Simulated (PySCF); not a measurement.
# Ways to converge the SCF of BSb

Do solver options change the result for BSb, or only the number of cycles?

Computed with PySCF 2.14.0. Level: each script names its method and basis.

5 further runs of the same task are left out: 2 for a known fault of the program, 3 that didn't finish.

## Step 1: The starting structure

BSb: 2 atoms, charge 0, spin multiplicity 1.

Bond lengths: B1–Sb2 2.289 Å.

## Step 2: Base script

File input.py:

```python
from pyscf import gto, dft

mol = gto.M(
    atom='B 0 0 0; Sb 0 0 2.289',
    basis='lanl2dz',
    ecp={'Sb': 'lanl2dz'},
    charge=0,
    spin=0,
    verbose=4,
)
mf = dft.RKS(mol, xc='bp86')
mf = mf.newton()
mf.kernel()
mf.stability(internal=True, external=True)
mf.dip_moment()
print('orbital energies (hartree):', mf.mo_energy[..., max(0, mol.nelec[1]-3):mol.nelec[0]+3].round(4))
```

The run is started by

```
> python input.py
```

Its log is not repeated here.

Base result: E(SCF) = -30.084052 Eh, 5 macro-iterations, μ = 0.38 D, internal unstable; real -> complex stable; RHF/RKS -> UHF/UKS unstable.

The bond length is a typed value, not an optimised one. A lower solution of the same kind exists, so this energy is an upper bound.

## Step 3: Damping 0.5

Edit 1 changes damping: none → 0.5.

File input.py:

```python
from pyscf import gto, dft

mol = gto.M(
    atom='B 0 0 0; Sb 0 0 2.289',
    basis='lanl2dz',
    ecp={'Sb': 'lanl2dz'},
    charge=0,
    spin=0,
    verbose=4,
)
mf = dft.RKS(mol, xc='bp86')
mf.damp = 0.5
mf.diis_start_cycle = 8
mf = mf.newton()
mf.kernel()
mf.stability(internal=True, external=True)
mf.dip_moment()
print('orbital energies (hartree):', mf.mo_energy[..., max(0, mol.nelec[1]-3):mol.nelec[0]+3].round(4))
```

The run is started by

```
> python input.py
```

## Step 4: Level shift 5 hartree

Edit 2 changes level shift: none → 5 hartree.

input.py: that of step 2 with these lines changed.

```diff
@@ -11,2 +11,3 @@
 mf = dft.RKS(mol, xc='bp86')
+mf.level_shift = 5.0
 mf = mf.newton()
```

Before running it: what results should come out? Wanted: for each run, E(SCF); from base; gap; SCF dipole; after the SCF.

The runs gave:

```tsv
run	E(SCF) (hartree)	from base (eV)	cycles	gap (eV)	SCF dipole (D)	after the SCF
base	-30.084052	0	5 macro	-0.60	0.38	unstable: internal, RHF/RKS -> UHF/UKS
damping 0.5	-30.084052	0.0000	5 macro	-0.60	0.38	unstable: internal, RHF/RKS -> UHF/UKS
level shift 5 hartree	-30.084052	0.0000	5 macro	-0.60	0.38	unstable: internal, RHF/RKS -> UHF/UKS
```

Distance from each run's final energy (log10 hartree) by cycle:

```tsv
run	cycle 1	cycle 2	cycle 3	cycle 5	cycle 8	cycle 12
base	-0.8	-2.8	-6.6	< -11	done	done
damping 0.5	-0.8	-2.8	-6.6	< -11	done	done
level shift 5 hartree	-0.8	-2.8	-6.6	< -11	done	done
```

**Reading.** With damping 0.5 or level shift 5 hartree the SCF ends at the base energy. The cycles with damping 0.5 or level shift 5 hartree repeat those of the base digit for digit, so the setting never acted.
